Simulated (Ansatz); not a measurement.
# CHGaP: the cost of one run

Method: cc-pVTZ, core rule «outside noble gas», up to 20 orbitals frozen; program: Ansatz 0.2.0, Gaussian basis.

Plan: UHF; CCSD(T) on ROHF; CCSD(T) on UHF; BCCD(T) on ROHF; CCSDT(Q) on ROHF; CCSDT(Q) on UHF.

6 further runs of the same task are left out: 1 that didn't finish, 5 set aside as unsound or not needed. Runs told in other sessions of the task aren't counted.

## (1) What is computed

The geometry is a PBE0/def2-TZVP stationary point (not a proven minimum) of the parent state, kept for this charge and spin. No spin-orbit coupling is included. The filled d shell of Ga may be among the frozen orbitals whatever the setting's name suggests.

4 atoms, charge 1, spin multiplicity 5.

Atoms are counted from 1 here; the program's logs count them from 0.

Bond lengths: C1–P2 1.776 Å, C1–Ga3 1.986 Å, C1–H4 1.090 Å, P2–Ga3 2.355 Å. Angles: P2–C1–Ga3 77.3°, P2–C1–H4 132.5°, Ga3–C1–H4 119.0°, C1–P2–Ga3 55.3°, C1–Ga3–P2 47.4°.

## (2) UHF

Contents of in.yaml:

```yaml
crystal:
  periodic: [false, false, false]
  atoms:
    - {symbol: C, position_ang: [-0.128658, 1.202292, 0.703925]}
    - {symbol: P, position_ang: [0.017018, -0.364809, 1.527579]}
    - {symbol: Ga, position_ang: [0.007389, -0.075306, -0.810008]}
    - {symbol: H, position_ang: [0.499012, 2.093070, 0.701104]}
basis:
  gaussian: {orbitals: cc-pVTZ}
total_charge: 1
magnetization: {spin_polarized: true, initial_magnetization: 4}
hamiltonian: {xc: hf}
output: {orbitals: {seedname: orbitals}}
```

The run is started by

```console
$ ansatz run in.yaml --threads 1 --pin off --events-out ev --progress --plain --max-ram 4096MiB --backend cpu
```

**Question.** How long does this run take on 1 thread of AMD EPYC 7R13, shared host, and how much memory does it need?

About 5.5 s, with a peak of 0.3 GiB.
